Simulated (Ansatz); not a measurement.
# CH3BBrFO: basis-set convergence

Aim: see how fast density functionals converge with the basis set for CH3BBrFO.

The runs use Ansatz 0.2.0, Gaussian basis; one geometry, several basis sets.

Levels to be run: PBE0-D4/def2-SVP; ωB97M-V/def2-SVP; PBE0-D4/def2-QZVPP; ωB97M-V/def2-QZVPP; the functionals' def2-TZVPP values are taken from earlier runs.

## Step 1: Structure used throughout

All runs share one geometry, relaxed beforehand with PBE0-D4 in a triple-zeta def2 set.

SMILES `COB(F)Br`, 8 atoms, charge 0, spin multiplicity 1.

Atoms are counted from 1 here; the program's logs count them from 0.

Bond lengths: C1–O2 1.414 Å, C1–H6 1.090 Å, C1–H7 1.091 Å, C1–H8 1.091 Å, O2–B3 1.330 Å, B3–F4 1.318 Å, B3–Br5 1.931 Å. Angles: O2–C1–H6 108.1°, O2–C1–H7 108.6°, O2–C1–H8 111.6°, H6–C1–H7 109.2°, H6–C1–H8 109.8°, H7–C1–H8 109.6°, C1–O2–B3 126.9°, O2–B3–F4 118.6°, O2–B3–Br5 124.2°, F4–B3–Br5 117.2°.

## Step 2: PBE0-D4 in def2-SVP

in.yaml reads:

```yaml
crystal:
  periodic: [false, false, false]
  atoms:
    - {symbol: C, position_ang: [-0.908005, -0.549786, -0.367364]}
    - {symbol: O, position_ang: [0.287188, -0.586957, 0.387822]}
    - {symbol: B, position_ang: [1.161314, 0.402846, 0.547718]}
    - {symbol: F, position_ang: [2.224690, 0.189634, 1.297409]}
    - {symbol: Br, position_ang: [0.980392, 2.151613, -0.251980]}
    - {symbol: H, position_ang: [-0.908093, -1.405657, -1.042606]}
    - {symbol: H, position_ang: [-1.754587, -0.632568, 0.315553]}
    - {symbol: H, position_ang: [-0.990702, 0.373777, -0.942352]}
basis:
  gaussian: {orbitals: def2-SVP}
hamiltonian: {xc: pbe0, dispersion: d4}
output: {orbitals: {seedname: orbitals}}
```

The run is started by

```bash
> ansatz run in.yaml --threads 4 --pin off --events-out ev --progress --plain --max-ram 10444MiB
```

Log:

```text
Functional definition: PBE0
  name "PBE0"
  cite "Adamo & Barone, J. Chem. Phys. 110, 6158 (1999) doi:10.1063/1.478522"
  cite "Perdew, Burke & Ernzerhof, Phys. Rev. Lett. 77, 3865 (1996) doi:10.1103/PhysRevLett.77.3865"
  parent pbe
  parameter a = 0.25
  parameter kappa = 0.804
  parameter beta = 0.06672455060314922
  exchange = (1 - a)*pbe_x(kappa = kappa, mu = beta*pi^2/3) + a*exact_x
  correlation = pbe_c(beta = beta)
1001 factors; integrals over basis functions are off by at most 1.5e-3 eV
mean field evaluation 1: about -76544.1275 eV, gradient 4.3e1 eV
mean field evaluation 2: about -76540.7957 eV, gradient 6.2e1 eV
mean field evaluation 4: about -76547.6505 eV, gradient 2.5e0 eV
mean field evaluation 8: about -76547.7936 eV, gradient 3.3e-1 eV
mean field evaluation 16: about -76547.7938 eV, gradient 3.0e-5 eV
mean field -76547.79377775 eV, -2813.0795353740 hartree, gradient 3.0e-5 eV, S^2 0.000000; 0 other end points of the search recorded, 0 dependent functions left out
reference -76547.79380206 eV, -2813.0795362677 hartree; 33, 33 occupied and 70, 70 virtual orbitals, 1001 factors
Total energy: -76547.92854295 eV, -2813.0844879039 hartree
```

Run time: 1.1 s. Hardware: 4 threads of Arm Neoverse V1, shared host.

## Step 3: ωB97M-V in def2-SVP

Changes to in.yaml since step 2:

```diff
@@ -13,3 +13,3 @@
   gaussian: {orbitals: def2-SVP}
-hamiltonian: {xc: pbe0, dispersion: d4}
+hamiltonian: {xc: {name: wB97M-V}}
 output: {orbitals: {seedname: orbitals}}
```

Launched as before.

Log, cut to the lines that bear on the results:

```text
Functional definition: wB97M-V
  name "wB97M-V"
  cite "Mardirossian & Head-Gordon, J. Chem. Phys. 144, 214110 (2016) doi:10.1063/1.4952647"
  cite "Becke, J. Chem. Phys. 107, 8554 (1997) doi:10.1063/1.475007"
  cite "Vydrov & Van Voorhis, J. Chem. Phys. 133, 244103 (2010) doi:10.1063/1.3521275"
  # Of w^i u^j: cxij and so on, Table III.
[...]
  gx(w, u) = 1 - cx + cx01*u + cx10*w
  gss(w, u) = css00 + css04*u^4 + css10*w + css20*w^2 + css43*w^4*u^3
  gos(w, u) = cos00 + cos10*w + (cos20 + cos21*u)*w^2 + (cos60 + cos61*u)*w^6
[...]
      + integral(e_c_pw_mod_opposite_spin*gos(b97_w_opposite, b97_u_opposite)) + vv10(b, c)
1001 factors; integrals over basis functions are off by at most 1.5e-3 eV
230 factors; integrals over basis functions are off by at most 7.9e-6 eV
[...]
mean field -76556.85913287 eV, -2813.4126810301 hartree, gradient 4.0e-5 eV, S^2 0.000000; 0 other end points of the search recorded, 0 dependent functions left out
reference -76556.85916893 eV, -2813.4126823551 hartree; 33, 33 occupied and 70, 70 virtual orbitals, 1001 factors
Total energy: -76556.85916893 eV, -2813.4126823551 hartree
```

Run time: 4.3 s. Hardware: 4 threads of Arm Neoverse V1, shared host; peak memory 0.3 GiB.

## Step 4: PBE0-D4 in def2-QZVPP

Changes to in.yaml since step 3:

```diff
@@ -12,4 +12,4 @@
 basis:
-  gaussian: {orbitals: def2-SVP}
-hamiltonian: {xc: {name: wB97M-V}}
+  gaussian: {orbitals: "def2-QZVPP.json"}
+hamiltonian: {xc: pbe0, dispersion: d4}
 output: {orbitals: {seedname: orbitals}}
```

Same command.

Log:

```text
Functional definition: PBE0
  name "PBE0"
  cite "Adamo & Barone, J. Chem. Phys. 110, 6158 (1999) doi:10.1063/1.478522"
  cite "Perdew, Burke & Ernzerhof, Phys. Rev. Lett. 77, 3865 (1996) doi:10.1103/PhysRevLett.77.3865"
  parent pbe
  parameter a = 0.25
  parameter kappa = 0.804
  parameter beta = 0.06672455060314922
  exchange = (1 - a)*pbe_x(kappa = kappa, mu = beta*pi^2/3) + a*exact_x
  correlation = pbe_c(beta = beta)
1474 factors; their error is unknown
mean field evaluation 1: about -76560.0595 eV, gradient 5.6e1 eV
mean field evaluation 2: about -76553.7163 eV, gradient 8.2e1 eV
mean field evaluation 4: about -76565.4817 eV, gradient 3.9e0 eV
mean field evaluation 8: about -76565.6855 eV, gradient 3.8e-1 eV
mean field evaluation 16: about -76565.6856 eV, gradient 7.8e-5 eV
mean field -76565.68555814 eV, -2813.7370461759 hartree, gradient 7.8e-5 eV, S^2 0.000000; 0 other end points of the search recorded, 0 dependent functions left out
reference -76565.68559193 eV, -2813.7370474177 hartree; 33, 33 occupied and 374, 374 virtual orbitals, 1474 factors
Total energy: -76565.82033281 eV, -2813.7419990539 hartree
```

It took 10 s on 4 threads of Arm Neoverse V1, shared host; peak memory 1.4 GiB.

## Step 5: ωB97M-V in def2-QZVPP

Changes to in.yaml since step 4:

```diff
@@ -13,3 +13,3 @@
   gaussian: {orbitals: "def2-QZVPP.json"}
-hamiltonian: {xc: pbe0, dispersion: d4}
+hamiltonian: {xc: {name: wB97M-V}}
 output: {orbitals: {seedname: orbitals}}
```

Launched as before.

Log, cut to the lines that bear on the results:

```text
Functional definition: wB97M-V
  name "wB97M-V"
  cite "Mardirossian & Head-Gordon, J. Chem. Phys. 144, 214110 (2016) doi:10.1063/1.4952647"
  cite "Becke, J. Chem. Phys. 107, 8554 (1997) doi:10.1063/1.475007"
  cite "Vydrov & Van Voorhis, J. Chem. Phys. 133, 244103 (2010) doi:10.1063/1.3521275"
  # Of w^i u^j: cxij and so on, Table III.
[...]
  gx(w, u) = 1 - cx + cx01*u + cx10*w
  gss(w, u) = css00 + css04*u^4 + css10*w + css20*w^2 + css43*w^4*u^3
  gos(w, u) = cos00 + cos10*w + (cos20 + cos21*u)*w^2 + (cos60 + cos61*u)*w^6
[...]
      + integral(e_c_pw_mod_opposite_spin*gos(b97_w_opposite, b97_u_opposite)) + vv10(b, c)
1443 factors; their error is unknown
296 factors; integrals over basis functions are off by at most 1.5e-5 eV
[...]
mean field -76574.82630170 eV, -2814.0729623061 hartree, gradient 5.6e-5 eV, S^2 0.000000; 0 other end points of the search recorded, 0 dependent functions left out
reference -76574.82635530 eV, -2814.0729642756 hartree; 33, 33 occupied and 374, 374 virtual orbitals, 1443 factors
Total energy: -76574.82635530 eV, -2814.0729642756 hartree
```

Wall time 19 s (4 threads of Arm Neoverse V1, shared host); peak memory 1.6 GiB.

## Step 6: Functionals by basis

The def2-TZVPP values come from earlier runs at the same geometry.

| functional | basis | functions | energy (eV) | from the largest (eV) | HOMO (eV) | LUMO (eV) |
| --- | --- | --- | --- | --- | --- | --- |
| PBE0-D4 | def2-SVP | 103 | -76547.9285 | 17.892 | -8.53 | 0.60 |
| PBE0-D4 | def2-TZVPP | 214 | -76564.0348 | 1.786 | -8.67 | 0.36 |
| PBE0-D4 | def2-QZVPP | 407 | -76565.8203 | 0.000 | -8.68 | 0.29 |
| ωB97M-V | def2-SVP | 103 | -76556.8592 | 17.967 | -10.76 | 2.76 |
| ωB97M-V | def2-TZVPP | 214 | -76573.1125 | 1.714 | -10.93 | 2.14 |
| ωB97M-V | def2-QZVPP | 407 | -76574.8264 | 0.000 | -10.94 | 1.66 |

## Step 7: Results

| quantity | value |
| --- | --- |
| PBE0-D4: double and triple zeta above quadruple | 17.89, 1.79 eV |
| ωB97M-V: double and triple zeta above quadruple | 17.97, 1.71 eV |

**Reading.** For PBE0-D4 the step from double to triple zeta gains 16.11 eV and the next only 1.79 eV. These are total energies; as a rule much of such shifts cancels in differences, which this series doesn't test. The LUMO of ωB97M-V is positive and keeps falling with the basis (2.76 to 1.66 eV): an unbound level that the basis holds in place.

For PBE0-D4 the largest set took about 9 times as long as the smallest (10 s against 1.1 s).
